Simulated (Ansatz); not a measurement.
I need a rigid scan of one bond length of CH₆B₂O, SMILES BCBO. Use the Python package of Ansatz (0.2.0). Settings (for the species named): CAM-B3LYP, 6-31G* basis, multiplicity 1.

```yaml
atoms:
  - { symbol: B, position_ang: [-1.3372, 0.6533, -0.0517] }
  - { symbol: C, position_ang: [-0.4569, -0.5851, -0.1789] }
  - { symbol: B, position_ang: [0.9248, -0.2940, 0.4818] }
  - { symbol: O, position_ang: [1.9177, 0.7394, -0.0566] }
  - { symbol: H, position_ang: [-1.7889, 1.2178, -1.0579] }
  - { symbol: H, position_ang: [-1.6984, 1.1300, 0.9964] }
  - { symbol: H, position_ang: [-0.2772, -0.8395, -1.2427] }
  - { symbol: H, position_ang: [-0.9041, -1.4170, 0.3311] }
  - { symbol: H, position_ang: [1.3037, -0.9071, 1.4781] }
  - { symbol: H, position_ang: [2.3995, 0.2510, -0.6966] }
```

`scan_ch6b2o.py`
```python
"""Stretching a bond of CH6B2O, the rest held rigid."""

import ansatz as az
import numpy as np

config = {
    "basis_set": "6-31G*",
    "functional": "cam_b3lyp",
}

mol = (
    az.Crystal.molecule()
    .atom("B", (-1.3372, 0.6533, -0.0517))
    .atom("C", (-0.4569, -0.5851, -0.1789))
    .atom("B", (0.9248, -0.294, 0.4818))
    .atom("O", (1.9177, 0.7394, -0.0566))
    .atom("H", (-1.7889, 1.2178, -1.0579))
    .atom("H", (-1.6984, 1.13, 0.9964))
    .atom("H", (-0.2772, -0.8395, -1.2427))
    .atom("H", (-0.9041, -1.417, 0.3311))
    .atom("H", (1.3037, -0.9071, 1.4781))
    .atom("H", (2.3995, 0.251, -0.6966))
)

symbols = [site.symbol for site in mol.cartesian_sites]
start = np.array([site.position_ang for site in mol.cartesian_sites])
axis = (start[2] - start[1]) / np.linalg.norm(start[2] - start[1])
moving = [2, 3, 8, 9]
lengths, energies = [1.372, 1.434, 1.497, 1.559, 1.621, 1.684, 1.746, 1.84], []
for length in lengths:
    xyz = start.copy()
    xyz[moving] += (length - np.linalg.norm(start[2] - start[1])) * axis
    point = az.Crystal.molecule()
    for symbol, place in zip(symbols, xyz):
        point = point.atom(symbol, place.tolist())
    calculation = (
        point.calculation()
        .basis(gaussian=config["basis_set"])
        .functional(config["functional"])
        .scf(lower_state_search="off")
    )
    rep = calculation.run(threads=1).report
    energies.append(rep["free_energy_ev"])
    print(f"r = {length:6.3f} A  E = {energies[-1]:.5f} eV  <S^2> = {abs(rep['mean_field']['state']['spin_squared']):.3f}")

# quartic fit about the minimum
fit = np.polynomial.Polynomial.fit(lengths, np.array(energies) - min(energies), 4).convert()
roots = [r.real for r in fit.deriv().roots() if abs(r.imag) < 1e-9 and fit.deriv(2)(r.real) > 0]
r_e = min(roots, key=lambda r: abs(r - lengths[int(np.argmin(energies))]))
print(f"minimum of the fit at {r_e:.4f} A, force constant {fit.deriv(2)(r_e):.2f} eV/A^2")
```

`python scan_ch6b2o.py` gives:
```text
r =  1.372 A  E = -4530.89359 eV  <S^2> = 0.000
r =  1.434 A  E = -4531.24368 eV  <S^2> = 0.000
r =  1.497 A  E = -4531.42327 eV  <S^2> = 0.000
r =  1.559 A  E = -4531.47198 eV  <S^2> = 0.000
r =  1.621 A  E = -4531.42764 eV  <S^2> = 0.000
r =  1.684 A  E = -4531.31349 eV  <S^2> = 0.000
r =  1.746 A  E = -4531.15263 eV  <S^2> = 0.000
r =  1.840 A  E = -4530.84836 eV  <S^2> = 0.000
minimum of the fit at 1.5568 A, force constant 24.56 eV/A^2
```

What to keep in mind:
- The settings weren't tested for convergence.
- The rest of the molecule is held rigid at a force-field or estimated start geometry, and the basis set is modest; single-reference methods fail as a bond breaks.
- The orbitals are restricted, so S² is zero by construction.
- The whole script took 12 s on 1 thread of Arm Neoverse V1, on a shared host, peak memory 0.19 GiB.
